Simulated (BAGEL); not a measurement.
# Si2H3ClF (SMILES F[Si]([SiH3])Cl): UHF/3-21G (density fitting with qzvpp-jkfit)

What is the vertical doublet–quartet gap of Si2H3ClF at UHF/3-21G (density fitting with qzvpp-jkfit)? 

The calculation is run with BAGEL 1.2.2.

3 further runs of the same task are left out: 1 that didn't finish, 2 set aside as unsound or not needed. Runs told in other sessions of the task aren't counted.

### 1 The molecule

Si2H3ClF has 7 atoms, charge 0, and is taken as a doublet. As SMILES, `F[Si]([SiH3])Cl`. The shape is that of a PBE0-D4/def2-TZVP optimisation.

Bond lengths: F1–Si2 1.603 Å, Si2–Si3 2.359 Å, Si2–Cl4 2.058 Å, Si3–H5 1.484 Å, Si3–H6 1.485 Å, Si3–H7 1.487 Å. Angles: F1–Si2–Si3 109.6°, F1–Si2–Cl4 106.9°, Si3–Si2–Cl4 109.1°, Si2–Si3–H5 106.7°, Si2–Si3–H6 108.3°, Si2–Si3–H7 111.3°, H5–Si3–H6 109.9°, H5–Si3–H7 110.3°, H6–Si3–H7 110.2°.

### 2 The energy at UHF/3-21G (density fitting with qzvpp-jkfit)

calc.json reads:

```json
{ "bagel" : [

{
  "title" : "molecule",
  "basis" : "3-21g",
  "df_basis" : "qzvpp-jkfit",
  "angstrom" : true,
  "geometry" : [
    { "atom" : "F", "xyz" : [   -0.397300,   -2.154200,    0.999100 ] },
    { "atom" : "Si", "xyz" : [   -1.049500,   -0.894500,    0.251900 ] },
    { "atom" : "Si", "xyz" : [    0.534200,    0.848100,    0.105900 ] },
    { "atom" : "Cl", "xyz" : [   -1.541500,   -1.516100,   -1.647200 ] },
    { "atom" : "H", "xyz" : [   -0.126400,    1.966500,   -0.612300 ] },
    { "atom" : "H", "xyz" : [    0.889700,    1.271000,    1.484000 ] },
    { "atom" : "H", "xyz" : [    1.752100,    0.411400,   -0.627000 ] }
  ]
},
{
  "title" : "uhf",
  "nopen" : 1
},
{
  "title" : "print",
  "file" : "orbitals.molden",
  "orbitals" : true
}

]}
```

Launch:

```sh
BAGEL_NUM_THREADS=1 BAGEL calc.json > calc.out
```

The log of the run:

```text
* using 1 threads per process

  ===============================================================
  ===============================================================

  *** Geometry ***

  { "atom" : "F", "xyz" : [     -0.750788,     -4.070848,      1.888025 ] },
  { "atom" : "Si", "xyz" : [     -1.983268,     -1.690360,      0.476022 ] },
  { "atom" : "Si", "xyz" : [      1.009492,      1.602677,      0.200122 ] },
  { "atom" : "Cl", "xyz" : [     -2.913013,     -2.865014,     -3.112757 ] },
  { "atom" : "H", "xyz" : [     -0.238861,      3.716146,     -1.157079 ] },
  { "atom" : "H", "xyz" : [      1.681289,      2.401842,      2.804354 ] },
  { "atom" : "H", "xyz" : [      3.310989,      0.777433,     -1.184858 ] },

  Number of auxiliary basis functions:      515

  Since a DF basis is specified, we compute 2- and 3-index integrals:
    o Being stored without compression. Storage requirement is 0.012 GB

  Number of basis functions:       54
  Number of electrons      :       57

    * METHOD: MOLECULE                             0.22

  *** Open-shell HF ***

  === Nuclear Repulsion ===
   262.2624644897

      * DIIS with orbital gradients will be used.

  === UHF iteration (3-21g) ===
      0      -1132.65336054          0.03772420           0.13
      1      -1132.74942713          0.02352715           0.13
      2      -1132.77323390          0.01395739           0.13
      3      -1132.78392730          0.00109860           0.13
      4      -1132.78454195          0.00049463           0.13
      5      -1132.78469493          0.00018537           0.13
      6      -1132.78473243          0.00005021           0.13
      7      -1132.78473862          0.00001587           0.12
      8      -1132.78473970          0.00000711           0.12
      9      -1132.78473998          0.00000279           0.12
     10      -1132.78474002          0.00000115           0.13
     11      -1132.78474003          0.00000051           0.12
     12      -1132.78474003          0.00000023           0.12
     13      -1132.78474003          0.00000013           0.13
     14      -1132.78474003          0.00000007           0.13
     15      -1132.78474003          0.00000004           0.13
     16      -1132.78474003          0.00000002           0.13
     17      -1132.78474003          0.00000001           0.13
    * SCF iteration converged.

    * S^2 (UHF) is 0.7548

    * Permanent dipole moment:
           (   -0.125863,    -1.032340,    -0.661775) a.u.

    * METHOD: UHF                                  2.50

    * METHOD: PRINT                                0.01

  ===============================================================
```

Wall time 2.9 s (1 thread of Arm Neoverse V1, shared host); peak memory 0.092 GiB.

### 3 The quartet at the same level

calc.json reads:

```json
{ "bagel": [

{
  "title": "molecule",
  "basis": "3-21g",
  "df_basis": "qzvpp-jkfit",
  "angstrom": "true",
  "geometry": [
    { "atom": "F", "xyz": [      -0.397300,      -2.154200,       0.999100 ] },
    { "atom": "Si", "xyz": [      -1.049500,      -0.894500,       0.251900 ] },
    { "atom": "Si", "xyz": [       0.534200,       0.848100,       0.105900 ] },
    { "atom": "Cl", "xyz": [      -1.541500,      -1.516100,      -1.647200 ] },
    { "atom": "H", "xyz": [      -0.126400,       1.966500,      -0.612300 ] },
    { "atom": "H", "xyz": [       0.889700,       1.271000,       1.484000 ] },
    { "atom": "H", "xyz": [       1.752100,       0.411400,      -0.627000 ] }
  ]
},

{ "title": "uhf", "nopen": 3 },

{ "title": "print", "file": "orbitals.molden", "orbitals": "true" }

]}
```

Launch:

```sh
BAGEL_NUM_THREADS=1 BAGEL calc.json > calc.out
```

The log of the run:

```text
* using 1 threads per process

  ===============================================================
  ===============================================================

  *** Geometry ***

  { "atom" : "F", "xyz" : [     -0.750788,     -4.070848,      1.888025 ] },
  { "atom" : "Si", "xyz" : [     -1.983268,     -1.690360,      0.476022 ] },
  { "atom" : "Si", "xyz" : [      1.009492,      1.602677,      0.200122 ] },
  { "atom" : "Cl", "xyz" : [     -2.913013,     -2.865014,     -3.112757 ] },
  { "atom" : "H", "xyz" : [     -0.238861,      3.716146,     -1.157079 ] },
  { "atom" : "H", "xyz" : [      1.681289,      2.401842,      2.804354 ] },
  { "atom" : "H", "xyz" : [      3.310989,      0.777433,     -1.184858 ] },

  Number of auxiliary basis functions:      515

  Since a DF basis is specified, we compute 2- and 3-index integrals:
    o Being stored without compression. Storage requirement is 0.012 GB

  Number of basis functions:       54
  Number of electrons      :       57

    * METHOD: MOLECULE                             0.22

  *** Open-shell HF ***

  === Nuclear Repulsion ===
   262.2624644897

      * DIIS with orbital gradients will be used.

  === UHF iteration (3-21g) ===
      0      -1132.34148123          0.03720003           0.13
      1      -1132.43748981          0.02726978           0.13
      2      -1132.46983349          0.01803591           0.12
      3      -1132.49068603          0.00161845           0.12
      4      -1132.49457150          0.00113956           0.12
      5      -1132.49859679          0.00092663           0.12
      6      -1132.50160729          0.00080449           0.13
      7      -1132.50638886          0.00070694           0.13
      8      -1132.50877979          0.00061934           0.13
      9      -1132.51135543          0.00054439           0.12
     10      -1132.51375268          0.00038016           0.12
     11      -1132.51434287          0.00031662           0.12
     12      -1132.51491951          0.00018018           0.11
     13      -1132.51488263          0.00020685           0.12
     14      -1132.51498400          0.00010040           0.12
     15      -1132.51500970          0.00004877           0.12
     16      -1132.51501500          0.00003154           0.13
     17      -1132.51501735          0.00002286           0.12
     18      -1132.51501894          0.00001309           0.12
     19      -1132.51501940          0.00000798           0.12
     20      -1132.51501953          0.00000511           0.12
     21      -1132.51501961          0.00000354           0.13
     22      -1132.51501965          0.00000266           0.13
     23      -1132.51501968          0.00000204           0.13
     24      -1132.51501971          0.00000146           0.13
     25      -1132.51501972          0.00000094           0.13
     26      -1132.51501972          0.00000075           0.13
     27      -1132.51501972          0.00000055           0.12
     28      -1132.51501972          0.00000037           0.12
     29      -1132.51501972          0.00000027           0.13
     30      -1132.51501972          0.00000019           0.13
     31      -1132.51501972          0.00000013           0.12
     32      -1132.51501972          0.00000009           0.12
     33      -1132.51501972          0.00000006           0.12
     34      -1132.51501972          0.00000004           0.13
     35      -1132.51501972          0.00000003           0.13
     36      -1132.51501972          0.00000002           0.13
     37      -1132.51501972          0.00000002           0.13
     38      -1132.51501972          0.00000001           0.13
     39      -1132.51501972          0.00000001           0.13
    * SCF iteration converged.

    * S^2 (UHF) is 3.7612

    * Permanent dipole moment:
           (   -0.369983,    -1.184435,    -0.104338) a.u.

    * METHOD: UHF                                  5.13

    * METHOD: PRINT                                0.01

  ===============================================================
```

It took 5.7 s on 1 thread of Arm Neoverse V1, shared host; peak memory 0.092 GiB.

### 4 Summary of results

Level: UHF/3-21G (density fitting with qzvpp-jkfit).

| quantity | value |
| --- | --- |
| doublet: total energy | -1132.78474 Eh |
| doublet: dipole moment | 3.13 D |
| doublet: ⟨S²⟩ | 0.755 |
| quartet: total energy | -1132.51502 Eh |
| quartet: dipole moment | 3.17 D |
| quartet: ⟨S²⟩ | 3.761 |
| vertical energy of the quartet above the doublet | 7.339 eV |

At this shape the quartet lies 7.34 eV (169 kcal/mol) above the doublet.
